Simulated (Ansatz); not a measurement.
# AlBrCl2FH: the cost of one run

All numbers below are computed with Ansatz 0.2.0 (RKS B3LYP-D4/def2-SVP).

## Step 1: The system as given

Bond lengths: Al1–Cl2 2.580 Å, Al1–Cl3 2.230 Å, Al1–F4 1.690 Å, Al1–Br5 2.710 Å, Cl2–H6 1.524 Å, Br5–H6 1.701 Å. Angles: Al1–Cl2–H6 73.3°, Cl2–Al1–Cl3 120.0°, Cl2–Al1–F4 120.0°, Cl2–Al1–Br5 71.6°, Cl3–Al1–F4 120.0°, Cl3–Al1–Br5 88.6°, F4–Al1–Br5 109.9°, Al1–Br5–H6 67.6°, Cl2–H6–Br5 147.5°.

As a file:

```xyz
6

Al    0.0000    0.0000    0.0000
Cl    0.0000    0.0000    2.5800
Cl    1.9312    0.0000   -1.1150
F    -1.4635    0.0000   -0.8450
Br    0.5700   -2.5078    0.8545
H     0.3236   -1.4237    2.1423
```

## Step 2: Pulling towards end A

Springs on the bonds that form and break draw the guess towards this end; the thresholds are loose.

The input, input.yaml:

```yaml
crystal:
  periodic: [false, false, false]
  atoms:
    - { symbol: Al, position_ang: [0.0, 0.0, 0.0] }
    - { symbol: Cl, position_ang: [0.0, 0.0, 2.58] }
    - { symbol: Cl, position_ang: [1.9312, 0.0, -1.115] }
    - { symbol: F, position_ang: [-1.4635, 0.0, -0.845] }
    - { symbol: Br, position_ang: [0.57, -2.5078, 0.8545] }
    - { symbol: H, position_ang: [0.3236, -1.4237, 2.1423] }
basis:
  gaussian: { orbitals: def2-SVP }
hamiltonian:
  xc: b3lyp
  dispersion: d4
relax:
  f_tol: 0.15
  max_steps: 25
  restrain:
    - { distance: [0, 4], at: 3.61, k: 30.0 }
    - { distance: [5, 1], at: 2.57, k: 30.0 }
    - { distance: [0, 1], at: 2.23, k: 30.0 }
    - { distance: [5, 4], at: 1.55, k: 30.0 }
```

The run is started by

```sh
$ ansatz run input.yaml --threads 2 --pin off --max-ram 3072MiB --backend cpu --events-out ev --progress --plain --runs-dir out
```

Q: Estimate wall time and peak memory on 2 threads of Arm Neoverse V1, shared host.

About 33 s, with a peak of 0.26 GiB.
